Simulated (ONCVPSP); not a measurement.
# An ONCV potential for selenium, from input to tests

Aim: build the potential from the settings below, then test how well it stands in for the atom: other configurations, scattering, ghost states and the plane-wave cutoff that it needs.

Program: ONCVPSP 4.0.1. Reference atom: PBE, scalar-relativistic, spherical and spin-unpolarised. All values are calculated.

## Step 1: Starting point

The settings as typed:

```
element                 : selenium (Se, Z = 34)
type                    : optimised norm-conserving Vanderbilt (ONCV)
frozen core             : [Ar] 3d10
valence charge          : 6
reference configuration : 4s2 4p3.5 (charge +0.5)
partial waves           : 4s: rc 1.15 bohr, ncon 3, nbas 8, qcut 4.7 1/bohr, 2 projectors, debl 3.6 Ha; 4p: rc 1.55 bohr, ncon 4, nbas 8, qcut 6.3 1/bohr, 2 projectors, debl 3.2 Ha; d scattering state at 0.25 Ha: rc 1.20 bohr, ncon 3, nbas 6, qcut 8.5 1/bohr, 2 projectors, debl 3.1 Ha
local potential         : polynomial inside 0.85 bohr (lpopt 3, dvloc0 0 Ha)
core correction         : Teter function, fcfact 3, rcfact 1.6
```

An earlier all-electron run gives the scale for the radii.

All-electron outer shells of the reference configuration (PBE, scalar-relativistic, ld1.x):

| shell | level (eV) | outermost node (bohr) | outermost maximum (bohr) |
| --- | --- | --- | --- |
| 3p | -157.99 | 0.21 | 0.50 |
| 3d | -58.12 | – | 0.45 |
| 4s | -21.90 | 0.70 | 1.51 |
| 4p | -10.79 | 0.74 | 1.77 |

## Step 2: Generating the potential

Se.dat reads:

```
# ATOM AND REFERENCE CONFIGURATION
# atsym  z   nc   nv     iexc    psfile
  Se 34.00    6    2        4      upf
#
#   n    l    f
    1    0    2.00
    2    0    2.00
    2    1    6.00
    3    0    2.00
    3    1    6.00
    3    2   10.00
    4    0    2.00
    4    1    3.50
#
# PSEUDOPOTENTIAL AND OPTIMIZATION
# lmax
    2
#
#   l,   rc,      ep,       ncon, nbas, qcut
    0    1.15    0.00    3    8    4.70
    1    1.55    0.00    4    8    6.30
    2    1.20    0.25    3    6    8.50
#
# LOCAL POTENTIAL
# lloc, lpopt,  rc(5),   dvloc0
    4    3    0.85    0.00
#
# VANDERBILT-KLEINMAN-BYLANDER PROJECTORs
# l, nproj, debl
    0    2    3.60
    1    2    3.20
    2    2    3.10
#
# MODEL CORE CHARGE
# icmod, fcfact, rcfact
    3    3.00    1.60
#
# LOG DERIVATIVE ANALYSIS
# epsh1, epsh2, depsh
   -2.00    5.00    0.02
#
# OUTPUT GRID
# rlmax, drl
    6.00    0.01
#
# TEST CONFIGURATIONS
# ncnf
    4
# nvcnf
#   n    l    f
    2
    4    0    2.00
    4    1    4.00
#
    2
    4    0    2.00
    4    1    3.00
#
    2
    4    0    2.00
    4    1    2.00
#
    2
    4    0    2.00
    4    1    1.00
#
```

Launch:

```
$ oncvpsp.x < Se.dat > Se.out
```

What does the calculation give? Wanted: cutoffs for 1 and 0.1 mHa per electron, occupied waves; bound ghosts; GHOST(+) flags; largest test error; largest phase difference near zero energy, channels read; rms error of d²Exc/dn², without and with the model core.

**Answer**, as computed:

| quantity | value |
| --- | --- |
| cutoffs for 1 and 0.1 mHa per electron, occupied waves | 104 Ha and 171 Ha |
| bound ghosts | s at -94.18 eV, d at -51.23 eV |
| GHOST(+) flags | s at 889 eV, p at 158 eV |
| largest test error (AE − PS) | -210 meV, for 4s2 4p1 |
| largest phase difference near zero energy, channels read | 0.002 rad |
| rms error of d²Exc/dn², without and with the model core | 4.43 and 2.49 mHa |

What this shows: It has a bound ghost (s, d), a state that the atom doesn't have, and that rules the file out. The worst unpolarised test, 4s2 4p1, is off by 210 meV on 57.8 eV; by total energies transferability rates as poor. That test lies far up in energy; among those under 40 eV, nearer to bonding, the largest error is 51 meV. It counts as very hard, with 104 Ha needed at the looser tolerance. At the looser tolerance the 4s wave is the slowest; 4p needs 11 Ha. Near zero energy the phases of the channels with partial waves agree within 0.002 rad. The pseudo curves have a pole with no partner nearby in the atom's: d at -1.88 Ha. The program also flags highly localised states, GHOST(+) (s, p). All of this concerns the isolated atom, not yet a solid.
